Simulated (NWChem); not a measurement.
**UB3LYP/def2-TZVPD (core potential) run of SnH3 (SMILES [SnH3])**

What is the vertical ionisation energy of SnH3 at UB3LYP/def2-TZVPD (core potential)? 

The calculation is run with NWChem 7.3.0.

## 1. The system as given

SnH3 has 4 atoms, charge 0, and is taken as a doublet. As SMILES, `[SnH3]`. Geometry: relaxed at PBE0-D4/def2-TZVP.

Bond lengths: Sn1–H2 1.715 Å, Sn1–H3 1.715 Å, Sn1–H4 1.715 Å. Angles: H2–Sn1–H3 109.6°, H2–Sn1–H4 109.6°, H3–Sn1–H4 109.6°.

## 2. The energy at UB3LYP/def2-TZVPD (core potential)

File mymol.nw:

```
start mymol
memory total 2200 mb

geometry noautosym nocenter noautoz
 Sn       0.280200      -0.211600      -0.271700
 H        1.055200       0.011000       1.241700
 H       -1.125000      -1.172200      -0.064000
 H       -0.154900       1.312500      -0.926300
end

basis spherical bse
 Sn library def2-TZVPD
 H library def2-TZVPD
end

ecp bse
 Sn library def2-TZVPD
end

dft
 xc b3lyp
 mult 2
 grid fine
 convergence energy 1e-08
 maxiter 100
 mulliken
 print low
end

task dft energy
```

Started as:

```sh
nwchem mymol.nw > mymol.out
```

Log:

```text
[...]
 d= 0,ls=0.0,diis     1   -216.1033312503 -2.37D+02  5.35D-03  3.07D-02     1.9
[...]
 d= 0,ls=0.0,diis     8   -216.1202759362 -3.71D-10  1.97D-07  1.28D-10    12.2
[...]
         Total DFT energy =     -216.120275936168
      One electron energy =     -419.558397199904
           Coulomb energy =      201.692027467712
    Exchange-Corr. energy =      -19.187306681073
 Nuclear repulsion energy =       20.933400477097
[...]
      Total Density - Mulliken Population Analysis
     ---------------------------------------------
    Atom       Charge   Shell Charges
 -----------   ------   -------------------------------------------------------
    1 Sn  22    21.70   0.29 -0.78  1.58  0.91  1.02  0.43  0.00 -0.40  6.38  0.81  1.10  0.27  8.84  1.13  0.10  0.01  0.00  0.01
    2 H    1     1.10   0.23  0.54  0.30  0.01  0.02
    3 H    1     1.10   0.23  0.54  0.30  0.01  0.02
    4 H    1     1.10   0.23  0.54  0.30  0.01  0.02
[...]
      <S2> =      0.7512 (Exact =     0.7500)
[...]
```

Wall time 13 s (1 thread of AMD EPYC 9R14 (Zen 4), shared host); peak memory 0.12 GiB.

## 3. The singlet cation, same level

File h3sn.nw:

```
start h3sn
title "H3Sn energy"
memory stack 880 mb heap 220 mb global 1100 mb
charge 1

geometry noautosym nocenter noautoz
 Sn    0.280200   -0.211600   -0.271700
 H     1.055200    0.011000    1.241700
 H    -1.125000   -1.172200   -0.064000
 H    -0.154900    1.312500   -0.926300
end

basis spherical bse
 * library def2-TZVPD
end

ecp bse
 Sn library def2-TZVPD
end

dft
 xc b3lyp
 grid fine
 convergence energy 1e-08
 iterations 100
 mulliken
 print low
end

task dft
```

Started as:

```sh
nwchem h3sn.nw > h3sn.out
```

Log:

```text
[...]
 d= 0,ls=0.0,diis     1   -215.7033926734 -2.37D+02  1.87D-02  1.61D+00     1.6
[...]
 d= 0,ls=0.0,diis     8   -215.8100630810 -9.00D-11  3.45D-08  6.03D-12     9.4
         Total DFT energy =     -215.810063080988
      One electron energy =     -412.591809950293
           Coulomb energy =      194.775996308346
    Exchange-Corr. energy =      -18.927649916138
 Nuclear repulsion energy =       20.933400477097
[...]
      Total Density - Mulliken Population Analysis
     ---------------------------------------------
    Atom       Charge   Shell Charges
 -----------   ------   -------------------------------------------------------
    1 Sn  22    21.21   0.29 -0.78  1.58  0.91  1.11  0.36 -0.01 -0.40  6.37  0.72  0.90  0.06  8.86  1.12  0.10  0.00  0.00  0.01
    2 H    1     0.93   0.22  0.51  0.18  0.01  0.01
    3 H    1     0.93   0.22  0.51  0.18  0.01  0.01
    4 H    1     0.93   0.22  0.51  0.18  0.01  0.01
[...]
```

Run time: 10 s. Hardware: 1 thread of AMD EPYC 9R14 (Zen 4), shared host; peak memory 0.12 GiB.

## 4. Outcome

At UB3LYP/def2-TZVPD (core potential):

| quantity | value |
| --- | --- |
| doublet SnH3: total energy | -216.12028 Eh |
| doublet SnH3: ⟨S²⟩ | 0.751 |
| singlet cation: total energy | -215.81006 Eh |
| vertical ionisation energy (to the singlet cation) | 8.441 eV |

**Reading.** The vertical ionisation energy comes to 8.44 eV (814 kJ/mol). Only the singlet of the ionised species was computed; a triplet could lie lower. Mulliken charges (doublet SnH3) run from -0.10 on H2 to +0.30 on Sn1; in a basis this large or diffuse they mean little. Mulliken charges (singlet cation) run from +0.07 on H2 to +0.79 on Sn1; in a basis this large or diffuse they mean little.
